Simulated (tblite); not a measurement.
# FGeH8NSi2: the cost of one run

Computed with tblite 0.8.0 and PySCF 2.14.0; each step states its level. No surroundings beyond the atoms listed, unless a continuum is named. Atoms count from 0, parts from 1.

## (1) The system as given

13 atoms, charge 0, multiplicity 1; geometry: distance geometry start.

## (2) Relaxing the cluster with GFN2-xTB

The job: settings as JSON, then the geometry in Å.

```
{"job": {"kind": "relax", "xc": "GFN2-xTB", "basis": "xTB"}, "charge": 0, "multiplicity": 1}
Ge     1.701851     0.180325     0.341056
N     -0.118686    -0.026490     0.598602
Si    -1.088155     1.346887    -0.035351
Si    -0.694294    -1.489333    -0.225387
F      2.488380    -0.736877     1.650373
H      2.218201     1.627962     0.479556
H      2.228610    -0.441693    -0.978810
H     -1.320205     1.272694    -1.500349
H     -0.607751     2.676709     0.404705
H     -2.407904     1.167764     0.568161
H      0.487731    -2.347121    -0.517853
H     -1.269304    -1.083152    -1.506473
H     -1.664645    -2.122178     0.661712
```

With the program's defaults for keys left out, this is: GFN2-xTB geometry optimisation, gas phase.

Command:

```bash
OMP_NUM_THREADS=1 python cluster_run.py task.json out
```

The driver reads the jobs from task.json and runs them one after another.

Q: Estimate the wall time of this first job on 1 thread of Intel Xeon 6975P-C, shared host.

About 2.6 s.
